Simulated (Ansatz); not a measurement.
# Rb (diamond type): a single-point run

Aim: a sound single-point run of Rb (diamond type). The structure is shown as the input types it.

Computed with Ansatz 0.2.0 (DFT, PBEsol, PAW with Ansatz's default frozen-core files, scalar-relativistic, unless a step's input says otherwise).

### Step 1. The starting structure

Symmetry: Fd-3m, No. 227, cubic system. The conventional cell has a = 8.548 Å, b = 8.548 Å, c = 8.548 Å, α = 90.00°, β = 90.00°, γ = 90.00°. Rb (site symmetry -43m) has 4 Rb at 3.70 Å in its first shell of neighbours.

As a file:

```cif
data_structure
_symmetry_space_group_name_H-M 'Fd-3m:1'
_symmetry_Int_Tables_number 227
_cell_length_a 8.5481
_cell_length_b 8.5481
_cell_length_c 8.5481
_cell_angle_alpha 90.000
_cell_angle_beta 90.000
_cell_angle_gamma 90.000
_cell_volume 624.61
loop_
_atom_site_label
_atom_site_type_symbol
_atom_site_symmetry_multiplicity
_atom_site_Wyckoff_symbol
_atom_site_fract_x
_atom_site_fract_y
_atom_site_fract_z
_atom_site_occupancy
Rb1 Rb 8 b 0.00000 0.50000 0.00000 1
```

### Step 2. The run

input.yaml reads:

```yaml
crystal:
  lattice:
    - [0.0, 4.274048078, 4.274048078]
    - [4.274048078, 0.0, 4.274048078]
    - [4.274048078, 4.274048078, 0.0]
  atoms:
    - { symbol: Rb, position: [-0.125, -0.125, -0.125] }
    - { symbol: Rb, position: [0.125, 0.125, 0.125] }
kpoints:
  mp_grid: { grid: [8, 8, 8] }
scf:
  occupations: { method: fermi_dirac, width: 0.05 }
  mixing: { algorithm: anderson, beta: 0.005, ndim: 1 }
  max_iter: 50
hamiltonian:
  xc: pbesol
  pseudopotentials: { kind: paw }
output:
  forces: true
  stress: true
  eigenvalues: true
  populations: true
```

Run with:

```console
$ ansatz run input.yaml --threads 1 --pin off --max-ram 2048MiB --backend cpu --events-out ev --progress --plain --runs-dir out
```

**Question.** How will this run end, and is anything wrong with its input?

This run ends as converged. That alone doesn't make the input a sound one.

The suspect setting: scf.mixing.algorithm is anderson; scf.mixing.beta is 0.005; scf.mixing.ndim is 1. What could go wrong: mixing too weak. The residual crept for many cycles and then fell at once, which so weak a step can't do by itself: the program changed its mixing. Several mixing settings were changed at once, so this run can't tell how much each is to blame.

The test: delete scf.mixing.algorithm, scf.mixing.beta and scf.mixing.ndim (the default then holds).
